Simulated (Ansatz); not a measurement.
# FH3O2SZr: the cost of one run

Program: Ansatz 0.2.0, Gaussian basis. Level of theory: functionals in def2-TZVPP, the program's frozen cores in correlated methods. These are calculated values, not measurements.

Plan: PBE-D4, r2SCAN-D4, PBE0-D4, B3LYP-D4, ωB97X-V, ωB97M-V, B2PLYP; CCSD(T)/def2-TZVPP; MP2/def2-QZVPP; extrapolation to the limit.

## Step 1: The relaxed structure

All runs share one geometry, relaxed beforehand with PBE0-D4 in a triple-zeta def2 set. Zr takes the def2 core potential; no spin-orbit term is included.

SMILES `[OH][Zr]([OH])([F])[SH]`, 8 atoms, charge 0, spin multiplicity 1.

Atoms are counted from 1 here; the program's logs count them from 0.

Bond lengths: O1–Zr2 1.903 Å, O1–H6 0.953 Å, Zr2–O3 1.907 Å, Zr2–F4 1.911 Å, Zr2–S5 2.467 Å, O3–H7 0.953 Å, S5–H8 1.347 Å. Angles: Zr2–O1–H6 169.8°, O1–Zr2–O3 114.4°, O1–Zr2–F4 110.3°, O1–Zr2–S5 105.5°, O3–Zr2–F4 107.6°, O3–Zr2–S5 108.8°, F4–Zr2–S5 110.3°, Zr2–O3–H7 168.5°, Zr2–S5–H8 91.9°.

## Step 2: PBE-D4 (GGA)

Input file in.yaml:

```yaml
crystal:
  periodic: [false, false, false]
  atoms:
    - {symbol: O, position_ang: [-1.975525, 0.030356, -0.047149]}
    - {symbol: Zr, position_ang: [-0.099943, -0.063558, -0.355322]}
    - {symbol: O, position_ang: [0.812145, -1.342194, 0.726684]}
    - {symbol: F, position_ang: [0.249667, -0.496959, -2.183345]}
    - {symbol: S, position_ang: [0.765727, 2.185722, 0.169921]}
    - {symbol: H, position_ang: [-2.895151, -0.075061, 0.179182]}
    - {symbol: H, position_ang: [1.103553, -1.987216, 1.364295]}
    - {symbol: H, position_ang: [2.039528, 1.748910, 0.145733]}
basis:
  gaussian: {orbitals: def2-TZVPP}
hamiltonian: {xc: pbe, dispersion: d4}
output: {forces: true, orbitals: {seedname: orbitals}}
```

Started as:

```console
ansatz run in.yaml --threads 2 --pin off --events-out ev --progress --plain --max-ram 22528MiB --backend cpu
```

What time and memory should one allow on 2 threads of AMD EPYC 7R13, shared host?

About 3.7 s, with a peak of 0.34 GiB.
